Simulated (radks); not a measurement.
# Mo with its nuclear charge varied continuously

An exercise on one series of results from a longer session: the logs are not shown, and one member is left open.

Program: radks (a radial shooting solver on a logarithmic mesh, Libxc functionals) version 1. Level of theory: Dirac Kohn-Sham, LDA (Slater exchange, Perdew-Wang correlation), spin-unpolarised, spherical densities, finite nucleus; open shells fill j = l - 1/2 first. These are calculated values, not measurements, unless marked.

### The atom as given

| Item | Value |
| --- | --- |
| element | molybdenum (Z = 42) |
| charge | 0 |
| electrons | 42 |
| configuration | [Kr] 4d5 5s1 |
| nuclear rms radius | 4.4091 fm |

Set-up of the first run:

The run's settings:

```text
Z 42
configuration [Kr] 4d5 5s1
relativity Dirac
functional lda,pw
spin unpolarised
j_filling energy
nucleus finite rms 4.4091 fm
c 137.035999084
```

Steps of the session up to this table: Z = 42.

One table of the session follows, with a row left open; its other results are not shown here.

From the orbitals of this run (lengths in bohr):

| level | <r> | outermost maximum (interpolated) | 90 % within | nodes |
| --- | --- | --- | --- | --- |
| 3d3/2 | 0.4135 | 0.320 | 0.662 | 0 |
| 3d5/2 | ? | ? | ? | ? |
| 4s1/2 | 1.106 | 0.987 | 1.62 | 3 |
| 4p1/2 | 1.216 | 1.05 | 1.81 | 2 |
| 4p3/2 | 1.248 | 1.08 | 1.86 | 2 |
| 5s1/2 | 3.554 | 2.93 | 5.35 | 4 |
| 4d3/2 | 1.991 | 1.38 | 3.32 | 1 |
| 4d5/2 | 2.024 | 1.40 | 3.39 | 1 |

**Question.** Estimate the row for 3d5/2.

**Answer.** <r>: 0.4170; outermost maximum (interpolated): 0.323; 90 % within: 0.667; nodes: 0. In the column «<r>» it lies between 3d3/2 (0.4135) and 4s1/2 (1.106).
